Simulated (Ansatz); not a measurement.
Be4CuGe, space group F-43m, a breakdown of dispersion, smearing and cutoff terms

Program: Ansatz 0.2.0, Python API.

`terms_be4cuge.py`
```python
'''Dispersion, smearing and cutoff parts of the energy of Be4CuGe.'''

import ansatz


def main() -> None:
    lattice = ansatz.Lattice.of(
        (0.0, 3.123046, 3.123046),
        (3.123046, 0.0, 3.123046),
        (3.123046, 3.123046, 0.0),
    )
    sites = [
        ('Be', (0.375687, 0.375687, 0.375687)),
        ('Be', (0.872939, 0.375687, 0.375687)),
        ('Be', (0.375687, 0.375687, 0.872939)),
        ('Be', (0.375687, 0.872939, 0.375687)),
        ('Cu', (0.75, 0.75, 0.75)),
        ('Ge', (0.0, 0.0, 0.0)),
    ]
    system = ansatz.Crystal(lattice=lattice)
    for symbol, position in sites:
        system = system.atom(symbol, position)

    calc = (
        system.calculation()
        .kpoints(length=20)
        .occupations('Fermi-Dirac')
    )
    with_term = calc.functional('pbe', dispersion='d4').basis(340).cutoff_correction(490).run().report
    without = calc.functional('pbe').basis(340).run().report
    finer = calc.functional('pbe').basis(490).run().report
    removed = ansatz.free_energy_without(with_term, ansatz.EnergyTerm.DISPERSION)
    print(f'dispersion term            {with_term["components"]["e_disp"]:.5f} eV')
    print(f'F less dispersion          {removed:.5f} eV, run without it {without["free_energy_ev"]:.5f} eV')
    print(f'F less smearing term       {ansatz.free_energy_without(without, ansatz.EnergyTerm.SMEARING):.5f} eV')
    print(f'estimated gain to 490 eV   {with_term["cutoff_correction"]["energy_ev"]:.5f} eV, found {finer["free_energy_ev"] - without["free_energy_ev"]:.5f} eV')


if __name__ == '__main__':
    main()
```

```console
$ python terms_be4cuge.py
DeckWarning: basis.ecutwfc = 340 eV is below the records' recommended 420 eV, and the density's cutoff is lower with it unless basis.ecutrho_ratio is high enough to keep the records' density cutoff: compare with a run at a higher cutoff
dispersion term            -1.29725 eV
F less dispersion          -11290.11458 eV, run without it -11290.11458 eV
F less smearing term       -11290.05270 eV
estimated gain to 490 eV   -0.05442 eV, found -0.05328 eV
```
(Warnings from the package without file and line.)

What to keep in mind:
- Total energies depend on the potentials; only differences at equal settings carry meaning. A total without «per atom» is that of the cell as typed.
- The cutoff lies under the one recommended for these potentials in some of the runs.
- Dispersion corrections can be off by several per cent in the lattices of metals, and by several GPa in the pressure at a fixed cell.
- The mesh is modest for a metal, so energies can be off by several to tens of meV an atom and pressures by half a GPa or more; differences at equal mesh fare better.
- The structure comes from a database of computed cells and needn't be a stable or known phase.
- Finished in 12 s on 1 thread of Arm Neoverse N1 (shared host), peak memory 0.38 GiB.

(Lines on the test bed's own set-up are left out of the output.)
